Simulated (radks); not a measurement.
# Zn²⁺ with its nuclear charge varied continuously

Aim: the energy of 28 electrons in [Ar] 3d10 as the nuclear charge moves through non-integer values, and a test of dE/dZ = E(electron-nucleus)/Z.

Method: Dirac Kohn-Sham, LDA (Slater exchange, Perdew-Wang correlation), spin-unpolarised, spherical densities, finite nucleus. Code: radks (a radial shooting solver on a logarithmic mesh, Libxc functionals) version 1.

### Step 1. The atom as given

```
element            : zinc (Z = 30)
charge             : +2
electrons          : 28
configuration      : [Ar] 3d10
nuclear rms radius : 3.9283 fm
```

Outer shells as boxes (Hund's rule):

Zn²⁺
```
[Ar] core
3d [↑↓][↑↓][↑↓][↑↓][↑↓]
```

In the logs a row gives level, spin channel, occupation and eigenvalue; Etot, Ekin, Encl (electron-nucleus), Eh (Hartree) and Exc are energies, all in hartree; err is the last residual, it the number of iterations.

### Step 2. Z = 30

Input:

```text
Z 30
configuration [Ar] 3d10
relativity Dirac
functional lda,pw
spin unpolarised
j_filling energy
nucleus finite rms 3.9283 fm
c 137.035999084
```

The program printed:

```text
1s1/2   1   2.0000        -350.06210522
2s1/2   1   2.0000         -43.23001340
2p1/2   1   2.0000         -38.20893016
2p3/2   1   4.0000         -37.33335924
3s1/2   1   2.0000          -5.49638108
3p1/2   1   2.0000          -3.90655125
3p3/2   1   4.0000          -3.79378086
3d3/2   1   4.0000          -1.15551023
3d5/2   1   6.0000          -1.14210416
Etot -1792.3128695129788
Ekin 1824.8689320044607
Encl -4305.517199559836
Eh 756.6994175973218
Exc -68.3640195549253
err 4.221590744663242e-09
it 16
```

Highest occupied level: 3d5/2 at -31.078 eV.

Sizes of the orbitals, from the radial functions (bohr):

```tsv
level	occupation	energy (eV)	<r>	outermost maximum (interpolated)	90 % within	nodes
2s1/2	2	-1176.3	0.2264	0.190	0.351	1
2p1/2	2	-1039.7	0.1961	0.150	0.321	0
2p3/2	4	-1015.9	0.1995	0.153	0.326	0
3s1/2	2	-149.56	0.6829	0.589	1.03	2
3p1/2	2	-106.30	0.7073	0.587	1.09	1
3p3/2	4	-103.23	0.7183	0.595	1.11	1
3d3/2	4	-31.443	0.8761	0.563	1.53	0
3d5/2	6	-31.078	0.8827	0.566	1.54	0
```

The radial density on a logarithmic grid:

```tsv
r (bohr)	4πr²ρ (e/bohr)
0.00189	0.8589
0.00271	1.651
0.00391	3.149
0.00561	5.744
0.00804	10.03
0.0116	16.60
0.0167	24.85
0.0239	32.83
0.0345	36.70
0.0494	33.90
0.0709	29.45
0.102	33.19
0.147	41.44
0.210	36.21
0.304	21.59
0.436	21.44
0.624	24.11
0.902	14.61
1.29	5.127
1.85	1.224
2.68	0.1706
```

### Step 3. Z = 29.5

Settings, as their differences from step 2:

```diff
@@ -1,2 +1,2 @@
-Z 30
+Z 29.5
 configuration [Ar] 3d10
```

The program printed:

```text
1s1/2   1   2.0000        -337.31737735
2s1/2   1   2.0000         -41.20514686
2p1/2   1   2.0000         -36.30296301
2p3/2   1   4.0000         -35.49115825
3s1/2   1   2.0000          -4.98045366
3p1/2   1   2.0000          -3.44502482
3p3/2   1   4.0000          -3.34150065
3d3/2   1   4.0000          -0.81625866
3d5/2   1   6.0000          -0.80459141
Etot -1721.3542987809317
Ekin 1751.523401548206
Encl -4139.315619929583
Eh 733.0219707367761
Exc -66.5840511363311
err 2.4158605405550997e-09
it 16
```

E − E(step 2, Z = 30) = +1930.9 eV. Highest occupied level: 3d5/2 at -21.894 eV.

### Step 4. Z = 30.5

Settings, as their differences from step 3:

```diff
@@ -1,2 +1,2 @@
-Z 29.5
+Z 30.5
 configuration [Ar] 3d10
```

The program printed:

```text
1s1/2   1   2.0000        -363.08497051
2s1/2   1   2.0000         -45.33600695
2p1/2   1   2.0000         -40.19511485
2p3/2   1   4.0000         -39.25205601
3s1/2   1   2.0000          -6.05637362
3p1/2   1   2.0000          -4.41094980
3p3/2   1   4.0000          -4.28814824
3d3/2   1   4.0000          -1.53506868
3d5/2   1   6.0000          -1.51976103
Etot -1864.8705465347152
Ekin 1899.9552215386238
Encl -4474.737650122227
Eh 780.0428203629685
Exc -70.13093831408051
err 2.30174959465714e-09
it 16
```

E − E(step 2, Z = 30) = -1974.4 eV. 3d5/2 is the highest filled level (-41.355 eV).

### Step 5. Z = 31

Settings, as their differences from step 4:

```diff
@@ -1,2 +1,2 @@
-Z 30.5
+Z 31
 configuration [Ar] 3d10
```

The program printed:

```text
1s1/2   1   2.0000        -376.38409967
2s1/2   1   2.0000         -47.52056698
2p1/2   1   2.0000         -42.25899316
2p3/2   1   4.0000         -41.24457211
3s1/2   1   2.0000          -6.65730356
3p1/2   1   2.0000          -4.95521329
3p3/2   1   4.0000          -4.82155971
3d3/2   1   4.0000          -1.95242586
3d5/2   1   6.0000          -1.93504543
Etot -1939.0250147398333
Ekin 1976.7854775571682
Encl -4647.047870036162
Eh 803.1248824190628
Exc -71.88750467990255
err 2.3724774231747305e-09
it 15
```

Energy against step 2 (Z = 30): -3992.2 eV. The top filled level is 3d5/2, -52.655 eV.

### Step 6. All runs together

```tsv
Z	E (hartree)	E(electron-nucleus)/Z (hartree)	highest level	its energy (eV)	<r> (bohr)
29.5	-1721.35430	-140.316	3d5/2	-21.894	0.9430
30	-1792.31287	-143.517	3d5/2	-31.078	0.8827
30.5	-1864.87055	-146.713	3d5/2	-41.355	0.8324
31	-1939.02501	-149.905	3d5/2	-52.655	0.7893
```

At Z = 30 the central difference of E is -143.516 hartree, against -143.517 from the Hellmann-Feynman theorem. The top level goes from -21.894 eV at Z = 29.5 to -52.655 eV at Z = 31.
